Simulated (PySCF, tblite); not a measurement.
# C₄H₄F₄O: a rotation path, then NMR shifts on frames, part 2 of 2

tblite 0.8.0 and PySCF 2.14.0. Atoms count from 0.

## 5. NMR shieldings: image 5, PBE0/pcSseg-1

The job: settings as JSON, then the geometry in Å.

```
{"job": {"kind": "nmr", "xc": "PBE0", "basis": "pcSseg-1", "pop": false}, "charge": 0, "multiplicity": 1}
C      1.431000    -0.750200    -0.321900
C      0.882600     0.618700    -0.543000
O      1.481400     1.521800    -1.047900
C     -0.579700     0.895500    -0.068400
F     -0.535800     1.908000     0.854600
C     -1.359200    -0.263700     0.564700
F     -1.511900    -1.272500    -0.308700
F     -0.770000    -0.772300     1.648700
F     -2.584600     0.118000     0.926200
H      2.444100    -0.791100    -0.713700
H      0.815100    -1.494400    -0.823400
H      1.442700    -0.983800     0.741500
H     -1.160100     1.266400    -0.926700
```

With the program's defaults for keys left out, this is: GIAO PBE0/pcSseg-1 NMR shielding, non-relativistic, gas phase.

Log:

```text
coarse grid: 12256 points
cycle   1  E = -628.3673158379  dE =  1.526e+00  |g| = 1.245e+00  |ddm| = 3.178e+00
cycle   2  E = -627.5995139683  dE =  7.678e-01  |g| = 2.433e+00  |ddm| = 2.850e+00
cycle   3  E = -628.6258281523  dE = -1.026e+00  |g| = 3.008e-01  |ddm| = 2.291e+00
cycle   4  E = -628.6402138664  dE = -1.439e-02  |g| = 1.322e-01  |ddm| = 2.796e-01
cycle   5  E = -628.6430246629  dE = -2.811e-03  |g| = 2.401e-02  |ddm| = 9.257e-02
cycle   6  E = -628.6431373677  dE = -1.127e-04  |g| = 7.248e-03  |ddm| = 1.816e-02
cycle   7  E = -628.6431463467  dE = -8.979e-06  |g| = 2.025e-03  |ddm| = 5.743e-03
final grid: 123944 points
cycle   8  E = -628.7325651289  dE = -3.197e-05  |g| = 1.388e-02  |ddm| = 2.701e-02
cycle   9  E = -628.7324618714  dE =  1.033e-04  |g| = 2.763e-02  |ddm| = 2.773e-02
cycle  10  E = -628.7325997404  dE = -1.379e-04  |g| = 1.836e-03  |ddm| = 1.977e-02
cycle  11  E = -628.7326003420  dE = -6.016e-07  |g| = 3.746e-04  |ddm| = 1.383e-03
cycle  12  E = -628.7326003592  dE = -1.718e-08  |g| = 1.414e-04  |ddm| = 3.096e-04
cycle  13  E = -628.7326003625  dE = -3.326e-09  |g| = 2.849e-05  |ddm| = 9.857e-05
cycle  14  E = -628.7326003627  dE = -1.728e-10  |g| = 7.047e-06  |ddm| = 2.755e-05
converged SCF energy = -628.7326003627

GIAO shielding tensors (ppm)
atom      isotropic    diamagn.    paramagn.     s11        s22        s33       span
  0 C      156.217     252.309     -96.092    136.070    143.687    188.895     52.825
  1 C      -14.331     249.465    -263.795   -115.720    -22.623     95.351    211.071
  2 O     -359.682     396.932    -756.614   -965.354   -454.643    340.952   1306.306
  3 C       95.539     246.968    -151.429     80.242     93.742    112.632     32.390
  4 F      398.372     470.409     -72.037    346.184    407.040    441.892     95.708
  5 C       55.534     242.208    -186.674     49.046     54.664     62.892     13.845
  6 F      256.316     475.040    -218.724    169.970    263.666    335.313    165.343
  7 F      266.662     474.501    -207.838    188.082    273.114    338.791    150.709
  8 F      257.991     469.919    -211.928    176.608    254.650    342.715    166.107
  9 H       29.469      28.194       1.275     25.854     27.360     35.192      9.338
 10 H       28.964      30.024      -1.060     24.422     30.912     31.557      7.136
 11 H       28.811      29.864      -1.053     24.541     30.579     31.312      6.771
 12 H       26.989      29.109      -2.119     24.220     27.341     29.408      5.188
```

Wall time 14 s (1 thread of AMD EPYC 9R14, shared host); peak memory 0.8 GiB.

In short: δ C1 201.3, C5 131.4, C3 91.4, C0 30.7, H12 4.73, H11 2.91 ppm.

## 6. Shielding tensors: image 6, PBE0/pcSseg-1

The job: settings as JSON, then the geometry in Å.

```
{"job": {"kind": "nmr", "xc": "PBE0", "basis": "pcSseg-1", "pop": false}, "charge": 0, "multiplicity": 1}
C      1.392900    -0.773000    -0.417600
C      0.915200     0.641400    -0.441200
O      1.591700     1.587400    -0.714200
C     -0.588300     0.881500    -0.103400
F     -0.686200     2.017700     0.651700
C     -1.323600    -0.236600     0.647700
F     -1.423100    -1.339200    -0.113100
F     -0.719800    -0.599700     1.781200
F     -2.567900     0.123900     0.959900
H      2.443800    -0.793900    -0.694400
H      0.818300    -1.383800    -1.111200
H      1.275400    -1.194700     0.579000
H     -1.132900     1.069500    -1.041900
```

Level: GIAO PBE0/pcSseg-1 NMR shielding, non-relativistic, gas phase.

Log:

```text
coarse grid: 12256 points
cycle   1  E = -628.3631279067  dE =  1.535e+00  |g| = 1.250e+00  |ddm| = 3.176e+00
cycle   2  E = -627.5673940412  dE =  7.957e-01  |g| = 2.466e+00  |ddm| = 2.958e+00
cycle   3  E = -628.6248427990  dE = -1.057e+00  |g| = 3.036e-01  |ddm| = 2.389e+00
cycle   4  E = -628.6394210379  dE = -1.458e-02  |g| = 1.341e-01  |ddm| = 2.821e-01
cycle   5  E = -628.6423189758  dE = -2.898e-03  |g| = 2.401e-02  |ddm| = 9.427e-02
cycle   6  E = -628.6424320068  dE = -1.130e-04  |g| = 7.251e-03  |ddm| = 1.837e-02
cycle   7  E = -628.6424411133  dE = -9.106e-06  |g| = 1.995e-03  |ddm| = 5.886e-03
final grid: 123944 points
cycle   8  E = -628.7333916202  dE = -4.063e-05  |g| = 1.384e-02  |ddm| = 2.900e-02
cycle   9  E = -628.7332883406  dE =  1.033e-04  |g| = 2.760e-02  |ddm| = 2.782e-02
cycle  10  E = -628.7334261110  dE = -1.378e-04  |g| = 1.774e-03  |ddm| = 1.995e-02
cycle  11  E = -628.7334266829  dE = -5.718e-07  |g| = 4.015e-04  |ddm| = 1.416e-03
cycle  12  E = -628.7334267033  dE = -2.039e-08  |g| = 1.430e-04  |ddm| = 3.250e-04
cycle  13  E = -628.7334267066  dE = -3.374e-09  |g| = 2.881e-05  |ddm| = 9.878e-05
cycle  14  E = -628.7334267068  dE = -1.705e-10  |g| = 7.042e-06  |ddm| = 2.700e-05
converged SCF energy = -628.7334267068

GIAO shielding tensors (ppm)
atom      isotropic    diamagn.    paramagn.     s11        s22        s33       span
  0 C      156.599     252.797     -96.198    136.637    144.651    188.508     51.871
  1 C      -13.449     249.104    -262.554   -113.410    -20.676     93.738    207.148
  2 O     -353.212     396.178    -749.390   -961.439   -452.388    354.192   1315.631
  3 C       94.149     247.965    -153.816     77.197     86.888    118.363     41.166
  4 F      403.583     469.454     -65.871    353.850    411.151    445.748     91.897
  5 C       55.382     242.185    -186.803     48.654     54.877     62.615     13.962
  6 F      252.309     475.359    -223.050    168.709    258.092    330.127    161.418
  7 F      267.333     474.350    -207.017    188.254    270.451    343.292    155.038
  8 F      258.026     469.702    -211.675    178.078    256.009    339.992    161.914
  9 H       29.478      28.273       1.204     25.841     27.396     35.196      9.355
 10 H       29.164      30.065      -0.901     24.973     30.392     32.127      7.155
 11 H       28.887      30.131      -1.244     24.456     30.597     31.608      7.152
 12 H       26.904      29.013      -2.109     23.954     27.724     29.033      5.079
```

Run time: 14 s. Hardware: 1 thread of AMD EPYC 9R14, shared host; peak memory 0.8 GiB.

Key values: δ C1 200.4, C5 131.5, C3 92.8, C0 30.3, H12 4.81, H11 2.83 ppm.

## 7. NMR shieldings: image 8, PBE0/pcSseg-1

The job: settings as JSON, then the geometry in Å.

```
{"job": {"kind": "nmr", "xc": "PBE0", "basis": "pcSseg-1", "pop": false}, "charge": 0, "multiplicity": 1}
C      1.370000    -0.765800    -0.596000
C      0.941400     0.615700    -0.210100
O      1.675700     1.514700     0.065800
C     -0.598000     0.823100    -0.187800
F     -0.891300     2.089100     0.223400
C     -1.310200    -0.160400     0.755600
F     -1.360100    -1.386600     0.208600
F     -0.694800    -0.290900     1.931500
F     -2.566500     0.205100     0.996000
H      2.409900    -0.744200    -0.911500
H      0.744500    -1.185200    -1.378700
H      1.295700    -1.410500     0.280100
H     -1.020700     0.696300    -1.194900
```

With the program's defaults for keys left out, this is: GIAO PBE0/pcSseg-1 NMR shielding, non-relativistic, gas phase.

Log:

```text
coarse grid: 12256 points
cycle   1  E = -628.3637507606  dE =  1.544e+00  |g| = 1.254e+00  |ddm| = 3.146e+00
cycle   2  E = -627.5604194726  dE =  8.033e-01  |g| = 2.477e+00  |ddm| = 2.967e+00
cycle   3  E = -628.6287960840  dE = -1.068e+00  |g| = 3.004e-01  |ddm| = 2.385e+00
cycle   4  E = -628.6430108798  dE = -1.421e-02  |g| = 1.337e-01  |ddm| = 2.719e-01
cycle   5  E = -628.6459074120  dE = -2.897e-03  |g| = 2.360e-02  |ddm| = 9.375e-02
cycle   6  E = -628.6460160039  dE = -1.086e-04  |g| = 7.073e-03  |ddm| = 1.862e-02
cycle   7  E = -628.6460246866  dE = -8.683e-06  |g| = 1.948e-03  |ddm| = 5.671e-03
final grid: 123944 points
cycle   8  E = -628.7359966516  dE = -3.442e-05  |g| = 1.416e-02  |ddm| = 2.471e-02
cycle   9  E = -628.7358897492  dE =  1.069e-04  |g| = 2.816e-02  |ddm| = 2.796e-02
cycle  10  E = -628.7360327484  dE = -1.430e-04  |g| = 1.893e-03  |ddm| = 2.000e-02
cycle  11  E = -628.7360334118  dE = -6.634e-07  |g| = 3.655e-04  |ddm| = 1.500e-03
cycle  12  E = -628.7360334280  dE = -1.626e-08  |g| = 1.491e-04  |ddm| = 3.382e-04
cycle  13  E = -628.7360334317  dE = -3.682e-09  |g| = 2.787e-05  |ddm| = 1.030e-04
cycle  14  E = -628.7360334319  dE = -1.610e-10  |g| = 6.789e-06  |ddm| = 2.569e-05
converged SCF energy = -628.7360334319

GIAO shielding tensors (ppm)
atom      isotropic    diamagn.    paramagn.     s11        s22        s33       span
  0 C      158.566     253.651     -95.085    139.756    147.257    188.686     48.930
  1 C      -11.521     248.683    -260.204   -108.588    -19.065     93.091    201.680
  2 O     -350.182     396.008    -746.190   -970.741   -448.392    368.586   1339.327
  3 C       90.693     248.859    -158.165     74.526     75.906    121.649     47.123
  4 F      406.671     468.552     -61.881    383.200    401.243    435.570     52.370
  5 C       55.781     242.230    -186.450     49.180     56.521     61.641     12.461
  6 F      249.541     475.475    -225.934    170.114    249.846    328.662    158.548
  7 F      265.250     474.361    -209.110    189.708    260.405    345.637    155.929
  8 F      257.457     469.167    -211.710    180.081    256.920    335.372    155.291
  9 H       29.496      28.283       1.212     25.815     27.377     35.295      9.480
 10 H       29.430      30.610      -1.180     25.831     30.290     32.169      6.338
 11 H       29.226      29.980      -0.754     25.321     30.121     32.235      6.914
 12 H       26.610      29.569      -2.959     22.833     27.651     29.347      6.514
```

It took 14 s on 1 thread of AMD EPYC 9R14, shared host; peak memory 0.8 GiB.

In short: δ C1 198.4, C5 131.1, C3 96.2, C0 28.4, H12 5.11, H11 2.49 ppm.

## 8. Run by run: NMR shifts

Shifts (ppm) of some atoms, chosen among heavy atoms and hydrogens apart, with basis size and wall time:

```
  frame     C1    C3   H11   H10     O2     F6      F4  functions  time
image 0  206.8  96.1  2.86  2.76  696.0  -88.1  -230.3        173  19 s
image 2  203.0  96.5  2.95  2.74  714.4  -89.1  -226.6        173  14 s
image 5  201.3  91.4  2.91  2.75  695.8  -85.4  -227.4        173  14 s
image 6  200.4  92.8  2.83  2.55  689.3  -81.4  -232.6        173  14 s
image 8  198.4  96.2  2.49  2.29  686.3  -78.6  -235.7        173  14 s
```

## 9. What came out

The summary covers parts 1 to 2.

```
                                                                  quantity                               value
                                                                   barrier  0.185 eV (4.3 kcal/mol) at image 5
                                                     end to end (GFN2-xTB)                            0.142 eV
                           ¹³C shifts against TMS (PBE0/pcSseg-1, image 0)        206.8, 130.1, 96.1, 29.4 ppm
                            ¹H shifts against TMS (PBE0/pcSseg-1, image 0)          4.85, 2.86, 2.76, 2.22 ppm
                           ¹⁷O shifts against H2O (PBE0/pcSseg-1, image 0)                           696.0 ppm
                         ¹⁹F shifts against CFCl3 (PBE0/pcSseg-1, image 0)     -85.2, -88.1, -98.1, -230.3 ppm
potential on the surface of density 0.002 e/bohr³, 1st and 99th percentile                  -1.27 V and 1.54 V
                                                  range of the shift of O2                  686.3 to 714.4 ppm
```

What this shows: Along the band the dihedral turns by 156°, and the top (dihedral -1°) lies 4.3 kcal/mol above the start (GFN2-xTB, rough), so at room temperature this motion is fast. The top was not checked by a frequency run. Shifts at one fixed geometry are not the observed spectrum, which averages over the motion. In the first frame run (image 0): Shielding is most anisotropic at O2 (span 1325 ppm, paramagnetic term -759 ppm). At PBE0/pcSseg-1, counted by nearest atom on the grid, the HOMO lies on O2 61 %; C0, C3 about 10 % each, the LUMO on C1 44 %; O2 31 %. In ppm, O2 moves most: its shift spreads over 28.2 ppm, from 686.3 (image 8) to 714.4 (image 2).
